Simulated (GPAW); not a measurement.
# TeRu (Fm-3m) in GPAW: single point with PBE

Aim: the single point of TeRu with PBE.

All numbers are computed with GPAW 26.7.0; they aren't measurements. Logs are shortened: lines on timing, memory, paths and dates and some standing lists are left out, and cuts for length are marked. The log counts tension as positive stress, the text compression.

**1. The structure**

It takes space group Fm-3m (No. 225, cubic). The conventional cell has a = 5.738 Å, b = 5.738 Å, c = 5.738 Å, α = 90.00°, β = 90.00°, γ = 90.00°. Ru (site symmetry m-3m) has 6 Te at 2.87 Å as nearest neighbours. Te (site symmetry m-3m) is surrounded by 6 Ru at 2.87 Å.

The cell comes from a database or a generator and needn't be the stable form of this composition.

**2. Single point, PBE, collinear spin, ferromagnetic start**

Contents of run.py:

```python
from ase.dft.bandgap import bandgap
from ase.io import read, write
from ase.units import GPa
from gpaw import GPAW, PW

atoms = read('POSCAR')
atoms.set_initial_magnetic_moments([1.0, 0.0])

calc = GPAW(mode=PW(600),
            xc='PBE',
            kpts={'size': (6, 6, 6), 'gamma': True},
            occupations={'name': 'methfessel-paxton', 'order': 0, 'width': 0.05},
            nbands=22,
            convergence={'density': 1e-05, 'energy': 1e-05},
            maxiter=150,
            txt='gpaw.txt')
atoms.calc = calc
energy = atoms.get_potential_energy()
forces = atoms.get_forces()
stress = atoms.get_stress()
calc.write('gs.gpw')
write('result.traj', atoms)
print(f'Energy: {energy:.6f} eV')
print('Forces (eV/A):')
print(forces.round(4))
print('Stress (GPa):', (stress / GPa).round(3))
print('Moments:', calc.get_magnetic_moments().round(3))
print('Fermi level:', round(calc.get_fermi_level(), 4), 'eV')
print(f'Gap: {bandgap(calc)[0]:.4f} eV, direct: {bandgap(calc, direct=True)[0]:.4f} eV')
```

Contents of POSCAR:

```
TeRu
1.0
    0.0000000000      2.8688747200      2.8688747200
    2.8688747200      0.0000000000      2.8688747200
    2.8688747200      2.8688747200      0.0000000000
Ru Te
1 1
Direct
    0.5000000000      0.5000000000      0.5000000000
    0.0000000000      0.0000000000      0.0000000000
```

Potentials or basis: GPAW PAW data sets (gpaw-data 1.2.1), pw.

Launch:

```
OMP_NUM_THREADS=1 python run.py
```

gpaw.txt:

```text
__  _  _
 | _ |_)|_||  |
 |__||  | ||/\| - 26.7.0

Input parameters:
  mode=PW(ecut=600.0),
  convergence={'density': 1e-05, 'energy': 1e-05},
  kpts=MonkhorstPack(size=(6, 6, 6), gamma=True),
  maxiter=150,
  nbands=22,
  occupations=Occupations(name='methfessel-paxton', order=0, width=0.05),
  xc=XC(name='PBE')

Diagonalizing LCAO Hamiltonian
Converting LCAO to pw mode

                Ru

       Te

Atoms  # Å, Bohr magnetons
|   | symbol |        x |        y |        z |    initial magnetic moments |
|---|--------|----------|----------|----------|-----------------------------|
| 0 |     Ru | 2.868875 | 2.868875 | 2.868875 | ( 0.0000,  0.0000,  1.0000) |
| 1 |     Te | 0.000000 | 0.000000 | 0.000000 | ( 0.0000,  0.0000,  0.0000) |

Unit cell  # Å
| periodic |        x |        y |        z |  lengths |    angles |
|----------|----------|----------|----------|----------|-----------|
|      yes | 0.000000 | 2.868875 | 2.868875 | 4.057202 | 60.000000 |
|      yes | 2.868875 | 0.000000 | 2.868875 | 4.057202 | 60.000000 |
|      yes | 2.868875 | 2.868875 | 0.000000 | 4.057202 | 60.000000 |

Number of symmetries: 48
Symmetry operations  # r_c * U_cc + t_c -> r_c
|    | kind |            matrix            |
|----|------|------------------------------|
|  0 |  σ   |  1, 0, 0,  1, 0,-1,  1,-1, 0 |
|  1 |  C2  |  1, 0, 0,  1,-1, 0,  1, 0,-1 |
|  2 |  E   |  1, 0, 0,  0, 1, 0,  0, 0, 1 |
|  3 |  σ   |  1, 0, 0,  0, 0, 1,  0, 1, 0 |
|  4 |  C4  |  1, 0,-1,  1, 0, 0,  1,-1, 0 |
|  5 |  S6  |  1, 0,-1,  1,-1, 0,  1, 0, 0 |
|  6 |  σ   |  1, 0,-1,  0, 1,-1,  0, 0,-1 |
|  7 |  C3  |  1, 0,-1,  0, 0,-1,  0, 1,-1 |
|  8 |  S6  |  1,-1, 0,  1, 0, 0,  1, 0,-1 |
|  9 |  C4  |  1,-1, 0,  1, 0,-1,  1, 0, 0 |
| 10 |  C3  |  1,-1, 0,  0,-1, 1,  0,-1, 0 |
| 11 |  σ   |  1,-1, 0,  0,-1, 0,  0,-1, 1 |
| 12 |  σ   |  0, 1, 0,  1, 0, 0,  0, 0, 1 |
| 13 |  C4  |  0, 1, 0,  0, 1,-1, -1, 1, 0 |
| 14 |  C3  |  0, 1, 0,  0, 0, 1,  1, 0, 0 |
| 15 |  S6  |  0, 1, 0, -1, 1, 0,  0, 1,-1 |
| 16 |  C2  |  0, 1,-1,  1, 0,-1,  0, 0,-1 |
| 17 |  σ   |  0, 1,-1,  0, 1, 0, -1, 1, 0 |
| 18 |  S4  |  0, 1,-1,  0, 0,-1,  1, 0,-1 |
| 19 |  C4  |  0, 1,-1, -1, 1, 0,  0, 1, 0 |
| 20 |  C3  |  0, 0, 1,  1, 0, 0,  0, 1, 0 |
| 21 |  σ   |  0, 0, 1,  0, 1, 0,  1, 0, 0 |
| 22 |  S6  |  0, 0, 1,  0,-1, 1, -1, 0, 1 |
| 23 |  C4  |  0, 0, 1, -1, 0, 1,  0,-1, 1 |
| 24 |  S4  |  0, 0,-1,  1, 0,-1,  0, 1,-1 |
| 25 |  C3  |  0, 0,-1,  0, 1,-1,  1, 0,-1 |
| 26 |  C2  |  0, 0,-1,  0,-1, 0, -1, 0, 0 |
| 27 |  S6  |  0, 0,-1, -1, 0, 0,  0,-1, 0 |
| 28 |  S4  |  0,-1, 1,  1,-1, 0,  0,-1, 0 |
| 29 |  C4  |  0,-1, 1,  0, 0, 1, -1, 0, 1 |
| 30 |  C2  |  0,-1, 1,  0,-1, 0,  1,-1, 0 |
| 31 |  σ   |  0,-1, 1, -1, 0, 1,  0, 0, 1 |
| 32 |  C3  |  0,-1, 0,  1,-1, 0,  0,-1, 1 |
| 33 |  S6  |  0,-1, 0,  0, 0,-1, -1, 0, 0 |
| 34 |  S4  |  0,-1, 0,  0,-1, 1,  1,-1, 0 |
| 35 |  C2  |  0,-1, 0, -1, 0, 0,  0, 0,-1 |
| 36 |  C2  | -1, 1, 0,  0, 1, 0,  0, 1,-1 |
| 37 |  S6  | -1, 1, 0,  0, 1,-1,  0, 1, 0 |
[... 129 lines left out ...]
    order: 0

poisson solver:
  ecut: 4800.0  # eV

xc functional:
  name: PBE with 2 nearest neighbor stencil

convergence criteria:
- Maximum integral of absolute [dens]ity change: 1e-05 electrons / valence electron
- Maximum [total energy] change in last 3 cyles: 1e-05 eV / valence electron
- Maximum integral of absolute [eigenst]ate change: 4e-08 eV^2 / valence electron
maximum number of iterations: 150

SCF iterations
|iter     | |      energy | eigst |  dens |  magmom |
|---------|-|-------------|-------|-------|---------|
|iter:   1| |  -13.301826 | -0.05 |       |  +0.9901|
|iter:   2| |  -12.308757 | -1.96 | -0.78 |  +0.9541|
|iter:   3| |  -11.352833 | -1.64 | -0.92 |  +0.8387|
|iter:   4| |  -11.351464 | -3.64 | -1.46 |  +0.7706|
|iter:   5| |  -11.360235 | -3.16 | -1.60 |  +0.6191|
|iter:   6| |  -11.361641 | -4.25 | -2.15 |  +0.5852|
|iter:   7| |  -11.362033 | -4.77 | -2.55 |  +0.5872|
|iter:   8| |  -11.362463 | -5.03 | -2.68 |  +0.6358|
|iter:   9| |  -11.362933 | -4.84 | -2.55 |  +0.7112|
|iter:  10| |  -11.364011 | -3.41 | -2.56 |  +1.1191|
|iter:  11| |  -11.363778 | -3.62 | -2.35 |  +0.8062|
|iter:  12| |  -11.362503 | -4.25 | -2.53 |  +0.6428|
|iter:  13| |  -11.362412 | -6.09 | -2.65 |  +0.6296|
|iter:  14| |  -11.362100 | -5.60 | -2.62 |  +0.5829|
|iter:  15| |  -11.362295 | -6.01 | -2.63 |  +0.6127|
|iter:  16| |  -11.362176c| -6.57 | -2.61 |  +0.5952|
|iter:  17| |  -11.361910 | -5.70 | -2.63 |  +0.5384|
|iter:  18| |  -11.361928 | -6.31 | -2.81 |  +0.5459|
|iter:  19| |  -11.362187 | -5.27 | -2.70 |  +0.5933|
|iter:  20| |  -11.362767 | -5.07 | -2.69 |  +0.6857|
|iter:  21| |  -11.361867 | -4.44 | -2.62 |  +0.5049|
|iter:  22| |  -11.362336 | -5.10 | -2.84 |  +0.4423|
|iter:  23| |  -11.362032 | -5.42 | -3.14 |  +0.4939|
|iter:  24| |  -11.362379 | -5.36 | -3.29 |  +0.4439|
|iter:  25| |  -11.362066 | -5.65 | -3.22 |  +0.4894|
|iter:  26| |  -11.362115 | -6.89 | -3.60 |  +0.4793|
|iter:  27| |  -11.362096c| -7.75c| -4.37 |  +0.4819|
|iter:  28| |  -11.362111c| -8.13c| -4.38 |  +0.4796|
|iter:  29| |  -11.362106c| -8.43c| -5.12c|  +0.4803|

Converged in 29 steps
Energy contributions relative to reference atoms: (reference = -308035.808417)

Energy contributions:
  Kinetic:         -11.986400
  Coulomb:           8.736010
  Zero:             -0.239415
  External:          0.000000
  Xc:               -7.868964
  Entropy:          -0.006674
  Spinorbit:         0.000000
  ----------------------------
  Free energy:     -11.365443
  Extrapolated:    -11.362106

dipole moment: (-24.398168, -24.398168, -24.398168)  # |e|*Ang

Total magnetic moment: (0.000000, 0.000000, 0.480258)

Local magnetic moments
|        x |        y |        z |
|----------|----------|----------|
| 0.000000 | 0.000000 | 0.415212 |  # Ru   0
| 0.000000 | 0.000000 | 0.010766 |  # Te   1

Fermi level: 7.752
Eigenvalues  # (at kpt = [0.000, 0.000, 0.000])
| band index |      eig [eV] | occ [0-1] |      eig [eV] | occ [0-1] |
|------------|---------------|-----------|---------------|-----------|
|          0 |       -64.085 |     1.000 |       -63.798 |     1.000 |
|        ... |               |           |               |           |
|          5 |         6.282 |     1.000 |         6.556 |     1.000 |
|          6 |         6.282 |     1.000 |         6.556 |     1.000 |
|          7 |         6.282 |     1.000 |         6.556 |     1.000 |
|          8 |         6.310 |     1.000 |         6.559 |     1.000 |
|          9 |         6.310 |     1.000 |         6.559 |     1.000 |
|         10 |         7.297 |     1.000 |         7.317 |     1.000 |
[... 9 lines left out ...]
|         20 |        18.729 |     0.000 |        18.855 |     0.000 |
|         21 |        21.245 |     0.000 |        21.316 |     0.000 |

No gap
No difference between direct/indirect transitions

Forces  # eV/Ang
|       x |       y |       z |
|---------|---------|---------|
| 0.00000 | 0.00000 | 0.00000 |  # Ru   0
| 0.00000 | 0.00000 | 0.00000 |  # Te   1

Stress tensor  # eV/Ang^3
|         x |         y |         z |
|-----------|-----------|-----------|
|  0.083571 | -0.000000 | -0.000000 |
| -0.000000 |  0.083571 |  0.000000 |
| -0.000000 |  0.000000 |  0.083571 |

# Writing to gs.gpw (mode='')
```

stdout:

```text
Energy: -11.362106 eV
Forces (eV/A):
[[0. 0. 0.]
 [0. 0. 0.]]
Stress (GPa): [13.39 13.39 13.39  0.   -0.   -0.  ]
Moments: [0.415 0.011]
Fermi level: 7.7523 eV
Gap: 0.0000 eV, direct: 0.0000 eV
```

It took 50 s on 1 thread of Intel Xeon Platinum 8488C (Sapphire Rapids), shared host; peak memory 0.18 GiB.

What came out:

| Property | Result |
| --- | --- |
| Free energy | -11.3654 eV |
| Pressure | -13.4 GPa |
| Band gap on the k mesh | none (metal or under the smearing width) |
| Net moment | 0.48 μB per cell |
| Site moments | Ru +0.42; Te +0.01 μB |

The run has no spin-orbit coupling, so splittings on Te are missing.
